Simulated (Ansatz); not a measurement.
# Co: the cost of one run

Computed with Ansatz 0.2.0 (DFT, LDA, PAW with Ansatz's default frozen-core files, scalar-relativistic, unless a step's input says otherwise).

### 1 Starting point

The structure is trigonal, space group P-3m1 (No. 164). The conventional cell has a = 2.487 Å, b = 2.487 Å, c = 4.063 Å, α = 90.00°, β = 90.00°, γ = 120.00°. Co (site symmetry 3m) is surrounded by 12 Co at 2.42 to 2.55 Å.

As a file:

```
CELL_PARAMETERS angstrom
2.48736 0.00000 0.00000
-1.24368 2.15412 0.00000
0.00000 0.00000 4.06329
ATOMIC_POSITIONS crystal
Co 0.66667 0.33333 0.25986
Co 0.33333 0.66667 0.74014
```

Atoms are numbered in the order of the input: Co1, Co2.

### 2 Free moments from the typed start, PAW

input.yaml

```yaml
crystal:
  lattice:
    - [2.4873648738, 0.0, 0.0]
    - [-1.2436824369, 2.1541211692, 0.0]
    - [0.0, 0.0, 4.0632895034]
  atoms:
    - { symbol: Co, position: [0.6666666667, 0.3333333333, 0.259861], spin: 2.0 }
    - { symbol: Co, position: [0.3333333333, 0.6666666667, 0.740139], spin: 2.0 }
magnetization:
  spin_polarized: true
kpoints:
  mp_grid: { grid: [12, 12, 12] }
scf:
  occupations: { method: fermi_dirac, width: 0.08 }
  lower_state_search: "off"
hamiltonian:
  xc: lda
  pseudopotentials: { kind: paw }
output:
  forces: true
  stress: true
  eigenvalues: true
```

Command:

```sh
ansatz run input.yaml --threads 2 --pin off --max-ram 5120MiB --backend cpu --events-out ev --progress --plain --runs-dir out
```

Q: Estimate wall time and peak memory on 2 threads of Arm Neoverse V1, shared host.

About 10 s, with a peak of 0.39 GiB.
